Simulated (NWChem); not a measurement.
# B3LYP/def2-SVP run of LiBr (SMILES [Li][Br])

What is the vertical ionisation energy of LiBr at B3LYP/def2-SVP? 

Program for the calculation: NWChem 7.3.0.

5 further runs of the same task are left out: 5 set aside as unsound or not needed.

**1. The system as given**

LiBr has 2 atoms, charge 0, and is taken as a singlet. As SMILES, `[Li][Br]`. Geometry: relaxed at PBE0-D4/def2-TZVP.

Bond lengths: Li1–Br2 2.172 Å.

**2. The energy at B3LYP/def2-SVP**

Contents of geom.nw:

```
START geom
TITLE "BrLi B3LYP"
memory stack 880 mb heap 220 mb global 1100 mb
GEOMETRY units angstrom noautosym nocenter noautoz
Li    -0.910300     0.277700    -0.476100
Br     0.939700    -0.337900     0.480100
END
BASIS spherical bse
* library def2-SVP
END
DFT
xc b3lyp
grid fine
convergence energy 1e-08
maxiter 100
mulliken
noprint "final vectors analysis"
END
TASK dft energy
```

On the command line:

```console
$ nwchem geom.nw > geom.out
```

What it wrote, shortened:

```text
[...]
          Wavefunction type:  closed shell.
          No. of atoms     :     2
          No. of electrons :    38
[...]
          Charge           :     0
          Spin multiplicity:     1
[...]
          AO basis - number of functions:    41
[...]
              XC Information
              --------------
                         B3LYP Method XC Potential
                     Hartree-Fock (Exact) Exchange  0.200
                        Slater Exchange Functional  0.800 local
                    Becke 1988 Exchange Functional  0.720 non-local
              Lee-Yang-Parr Correlation Functional  0.810
                  VWN I RPA Correlation Functional  0.190 local
[...]
 d= 0,ls=0.0,diis     1  -2581.4422450385 -2.61D+03  2.10D-02  2.41D-01     0.4
[...]
 d= 0,ls=0.0,diis     7  -2581.4684592134 -2.40D-09  9.03D-07  3.08D-10     1.6
         Total DFT energy =    -2581.468459213424
      One electron energy =    -3646.083901337946
           Coulomb energy =     1132.352031796229
    Exchange-Corr. energy =      -93.323250502617
 Nuclear repulsion energy =       25.586660830910
[...]
      Total Density - Mulliken Population Analysis
     ---------------------------------------------
    Atom       Charge   Shell Charges
 -----------   ------   -------------------------------------------------------
    1 Li   3     2.43   1.99  0.16 -0.02  0.10  0.21
    2 Br  35    35.57   2.00  2.00  1.99  1.42  0.57  6.00  5.98  2.35  3.26  8.19  1.75  0.07
[...]
```

Wall time 2.1 s (1 thread of AMD EPYC 9R45 (Zen 5), shared host); peak memory 0.11 GiB.

**3. The doublet cation, same level**

Contents of input.nw:

```
start input
memory stack 880 mb heap 220 mb global 1100 mb
charge 1

geometry units angstrom noautosym nocenter noautoz
  Li   -0.910300    0.277700   -0.476100
  Br    0.939700   -0.337900    0.480100
end

basis "ao basis" spherical bse
  * library def2-SVP
end

dft
  xc b3lyp
  mult 2
  grid fine
  convergence energy 1e-08
  maxiter 100
  mulliken
  noprint "final vectors analysis"
end

task dft energy
```

On the command line:

```console
$ nwchem input.nw > input.out
```

What it wrote, shortened:

```text
[...]
          Wavefunction type:  spin polarized.
          No. of atoms     :     2
          No. of electrons :    37
[...]
          Charge           :     1
          Spin multiplicity:     2
[...]
          AO basis - number of functions:    41
[...]
              XC Information
              --------------
                         B3LYP Method XC Potential
                     Hartree-Fock (Exact) Exchange  0.200
                        Slater Exchange Functional  0.800 local
                    Becke 1988 Exchange Functional  0.720 non-local
              Lee-Yang-Parr Correlation Functional  0.810
                  VWN I RPA Correlation Functional  0.190 local
[...]
 d= 0,ls=0.0,diis     1  -2580.6888035952 -2.61D+03  3.36D-02  2.85D+00     0.4
[...]
 d= 0,ls=0.0,diis     8  -2581.1233001170 -3.18D-11  3.75D-08  6.47D-13     2.0
[...]
         Total DFT energy =    -2581.123300117031
      One electron energy =    -3632.678288547215
           Coulomb energy =     1119.008467962889
    Exchange-Corr. energy =      -93.040140363616
 Nuclear repulsion energy =       25.586660830910
[...]
      Total Density - Mulliken Population Analysis
     ---------------------------------------------
    Atom       Charge   Shell Charges
 -----------   ------   -------------------------------------------------------
    1 Li   3     2.16   1.99  0.06 -0.01  0.08  0.04
    2 Br  35    34.84   2.00  2.00  1.99  1.52  0.48  6.00  5.97  2.32  2.55  8.19  1.75  0.07
[...]
      <S2> =      0.7516 (Exact =     0.7500)
[...]
```

Wall time 2.5 s (1 thread of AMD EPYC 9R45 (Zen 5), shared host); peak memory 0.11 GiB.

**4. What came out**

Level: B3LYP/def2-SVP.

```
                                          quantity           value
                        singlet LiBr: total energy  -2581.46846 Eh
                       singlet LiBr: dipole moment          6.77 D
                      doublet cation: total energy  -2581.12330 Eh
                              doublet cation: ⟨S²⟩           0.752
vertical ionisation energy (to the doublet cation)        9.392 eV
```

In words: Removing an electron at fixed nuclei costs 9.39 eV (217 kcal/mol).
